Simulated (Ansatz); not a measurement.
**NBrO (nitrosyl bromide) at 6 levels**

Wanted: a comparison of 6 runs (B2PLYP/STO-3G, B3LYP/STO-3G, BLYP/STO-3G, HSE06/STO-3G, UMP2/STO-3G, CCSD(T)/STO-3G) of NBrO (nitrosyl bromide). 

The results are computed with Ansatz 0.2.0.

69 further runs of the same task are left out: 10 that didn't finish, 59 set aside as unsound or not needed.

**1. Starting point**

NBrO: 3 atoms, total charge 0, spin state singlet. SMILES: `O=NBr`. The Br3–N2 distance was set to 3.175 Å, away from the relaxed value. At this shape a bond of the SMILES string is far longer than usual.

Bond lengths: O1–N2 1.126 Å. A long bond or contact: N2–Br3 3.175 Å.

**2. The energy at B2PLYP/STO-3G (run 1)**

molecule.yaml

```yaml
crystal:
  periodic: [false, false, false]
  atoms:
    - symbol: O
      position_ang: [1.367741, -1.606704, 0.579863]
    - symbol: N
      position_ang: [0.381021, -1.596384, 0.038403]
    - symbol: Br
      position_ang: [-0.896840, 1.283280, -0.355590]
basis:
  gaussian:
    orbitals: STO-3G
hamiltonian:
  xc: {name: B2PLYP}
correlation:
  frozen_orbitals: {Br: 9, "N": 1, O: 1}
accuracy: high
```

The run is started by

```
ansatz run molecule.yaml --threads 1 --pin off --max-ram 3480MiB --events-out events.jsonl --progress --plain --runs-dir runs
```

The log of the run:

```text
Warning: RAYON_NUM_THREADS=1 ignored (pool sized by the plan → 1); use --threads N
Functional definition: B2PLYP
  name "B2PLYP"
  parameter a = 0.53
  parameter c = 0.27
  exchange = (1 - a)*b88_x + a*exact_x
  correlation = (1 - c)*lyp_c + c*(mp2_os + mp2_ss)
365 factors; integrals over basis functions are off by at most 2.4e-8 eV
mean field evaluation 1: about -72744.1063 eV, gradient 9.1e0 eV
mean field evaluation 2: about -72744.0832 eV, gradient 9.3e0 eV
mean field evaluation 4: about -72744.0827 eV, gradient 5.9e0 eV
mean field evaluation 8: about -72744.3383 eV, gradient 5.8e0 eV
mean field evaluation 16: about -72748.9523 eV, gradient 4.7e-4 eV
mean field evaluation 32: about -72748.6338 eV, gradient 1.8e0 eV
mean field evaluation 64: about -72735.0712 eV, gradient 6.6e0 eV
mean field -72748.95231485 eV, -2673.4746865599 hartree, gradient 1.4e-8 eV, S^2 0.000000; 6 other end points of the search recorded, 0 dependent functions left out; unrestricted orbitals would lower it
11 core orbitals not correlated: weight in the atoms' cores, before any rotation towards them, 1.000 or more for the frozen orbitals, at most 0.000 for the correlated occupied ones
reference -72748.95232980 eV, -2673.4746871092 hartree; 14, 14 occupied and 3, 3 virtual orbitals, 365 factors
second order -9.27274449 eV of doubles, -0.00000000 eV of singles
Total energy: -72751.45597081 eV, -2673.5666942193 hartree
```

It took 2.5 s on 1 thread of Intel Xeon Platinum 8375C at 2.90GHz (Ice Lake), shared host; peak memory 0.11 GiB.

**3. The energy at B3LYP/STO-3G (run 2)**

in.yaml

```yaml
crystal:
  periodic: [false, false, false]
  atoms:
    - {symbol: O, position_ang: [1.367741, -1.606704, 0.579863]}
    - {symbol: N, position_ang: [0.381021, -1.596384, 0.038403]}
    - {symbol: Br, position_ang: [-0.896840, 1.283280, -0.355590]}
basis:
  gaussian: {orbitals: STO-3G}
hamiltonian: {xc: {name: B3LYP}}
accuracy: high
```

The run is started by

```
ansatz run in.yaml --threads 1 --pin off --max-ram 3480MiB --events-out events.jsonl --progress --plain --runs-dir runs
```

The log of the run, cut to the lines that bear on the results:

```text
Warning: RAYON_NUM_THREADS=1 ignored (pool sized by the plan → 1); use --threads N
Functional definition: B3LYP
  name "B3LYP"
[...]
365 factors; integrals over basis functions are off by at most 2.4e-8 eV
[...]
mean field -72763.79140501 eV, -2674.0200130650 hartree, gradient 5.0e-8 eV, S^2 0.000000; 10 other end points of the search recorded, 0 dependent functions left out
reference -72763.79142815 eV, -2674.0200139154 hartree; 25, 25 occupied and 3, 3 virtual orbitals, 365 factors
Total energy: -72763.79142815 eV, -2674.0200139154 hartree
```

Run time: 3 s. Hardware: 1 thread of Intel Xeon Platinum 8375C at 2.90GHz (Ice Lake), shared host; peak memory 0.11 GiB.

Runs 3 to 4 aren't shown in full; the table further down has their settings and results.

**4. A single-point energy at UMP2/STO-3G (run 5)**

in.yaml

```yaml
basis:
  gaussian:
    orbitals: STO-3G
crystal:
  periodic: [false, false, false]
  atoms:
    - {symbol: O, position_ang: [1.367741, -1.606704, 0.579863]}
    - {symbol: "N", position_ang: [0.381021, -1.596384, 0.038403]}
    - {symbol: Br, position_ang: [-0.896840, 1.283280, -0.355590]}
accuracy: high
correlation:
  method: mp2
  frozen_orbitals: {Br: 9, "N": 1, O: 1}
magnetization:
  spin_polarized: true
```

The run is started by

```
ansatz run in.yaml --threads 1 --pin off --max-ram 3480MiB --events-out events.jsonl --progress --plain --runs-dir runs
```

The log of the run, cut to the lines that bear on the results:

```text
Warning: RAYON_NUM_THREADS=1 ignored (pool sized by the plan → 1); use --threads N
Functional definition: HF
  name "HF"
[...]
365 factors; integrals over basis functions are off by at most 2.4e-8 eV
[...]
mean field -72713.14280963 eV, -2672.1587115154 hartree, gradient 1.1e-8 eV, S^2 1.084693; 18 other end points of the search recorded, 0 dependent functions left out
11 core orbitals not correlated: weight in the atoms' cores, before any rotation towards them, 1.000 or more for the frozen orbitals, at most 0.000 for the correlated occupied ones
reference -72713.14280963 eV, -2672.1587115154 hartree; 14, 14 occupied and 3, 3 virtual orbitals, 365 factors
second order -2.78599829 eV of doubles, -0.00000000 eV of singles
Total energy: -72715.92880791 eV, -2672.2610950640 hartree
```

It took 4.5 s on 1 thread of Intel Xeon Platinum 8375C at 2.90GHz (Ice Lake), shared host.

**5. A single-point energy at CCSD(T)/STO-3G (run 6)**

in.yaml

```yaml
crystal:
  periodic: [false, false, false]
  atoms:
    - {symbol: O, position_ang: [1.367741, -1.606704, 0.579863]}
    - {symbol: N, position_ang: [0.381021, -1.596384, 0.038403]}
    - {symbol: Br, position_ang: [-0.896840, 1.283280, -0.355590]}
basis:
  gaussian:
    orbitals: STO-3G
magnetization:
  spin_polarized: false
correlation:
  method: ccsd_t
  frozen_orbitals: {Br: 9, "N": 1, O: 1}
accuracy: high
scf:
  omitted_lower_state_checks: [cluster_reference, increment]
```

The run is started by

```
ansatz run in.yaml --threads 1 --pin off --max-ram 3480MiB --events-out events.jsonl --progress --plain --runs-dir runs
```

The log of the run, cut to the lines that bear on the results:

```text
Warning: RAYON_NUM_THREADS=1 ignored (pool sized by the plan → 1); use --threads N
Functional definition: HF
  name "HF"
[...]
365 factors; integrals over basis functions are off by at most 2.4e-8 eV
[...]
mean field -72709.10659119 eV, -2672.0103832235 hartree, gradient 3.0e-8 eV, S^2 0.000000; 3 other end points of the search recorded, 0 dependent functions left out; unrestricted orbitals would lower it
11 core orbitals not correlated: weight in the atoms' cores, before any rotation towards them, 1.000 or more for the frozen orbitals, at most 0.000 for the correlated occupied ones
reference -72709.10659119 eV, -2672.0103832235 hartree; 14, 14 occupied and 3, 3 virtual orbitals, 365 factors
second order -6.20214679 eV of doubles, -0.00000000 eV of singles
cycle   1  -4.97270441 eV  change    -1.2e0 eV  update   1.4e-1
[...]
cycle  36  -6.91665488 eV  change  -2.3e-10 eV  update  3.9e-10
perturbative correction -0.80523999 eV, -0.0295920237 hartree
WARN: these amplitudes may be one of several solutions (largest doubles amplitude 0.73, level shift 9.21 eV)
Total energy: -72716.82848605 eV, -2672.2941576257 hartree
Checks for a lower state left out: cluster_reference, increment
```

Run time: 0.73 s. Hardware: 1 thread of Intel Xeon Platinum 8375C at 2.90GHz (Ice Lake), shared host.

**6. The series**

```
run           level  frozen core orbitals   energy (Eh)  wall time
  1   B2PLYP/STO-3G                    11  -2673.566694      2.5 s
  2    B3LYP/STO-3G                     –  -2674.020014        3 s
  3     BLYP/STO-3G                     –  -2673.912468      3.6 s
  4    HSE06/STO-3G                     –  -2673.695435      3.9 s
  5     UMP2/STO-3G                    11  -2672.261095      4.5 s
  6  CCSD(T)/STO-3G                    11  -2672.294158     0.73 s
```

**7. Outcome**

| quantity | value |
| --- | --- |
| run 6: total energy | -2672.29416 Eh |
| run 6: correlation energy (11 core orbitals frozen) | -283.8 mEh |
| run 6: (T) correction | -29.59 mEh |
| run 6: T1 diagnostic | 0.037 |

Totals of different functionals can't be ranked against each other. In run 6 the T1 diagnostic is large, so a single reference may not serve. In runs 1, 6 the log says that unrestricted orbitals would lower the reference, so the values rest on an unstable closed-shell determinant (other closed-shell runs at this shape may share the fault). In runs 1, 2, 3, 4, 5, 6 the basis is minimal, so the values are rough. Spin contamination of the reference: run 5 ⟨S²⟩ = 1.08. Where it is this large, the reference is a mixture of spin states, and values that rest on it are in doubt. All runs together took 18 s, the longest 4.5 s.
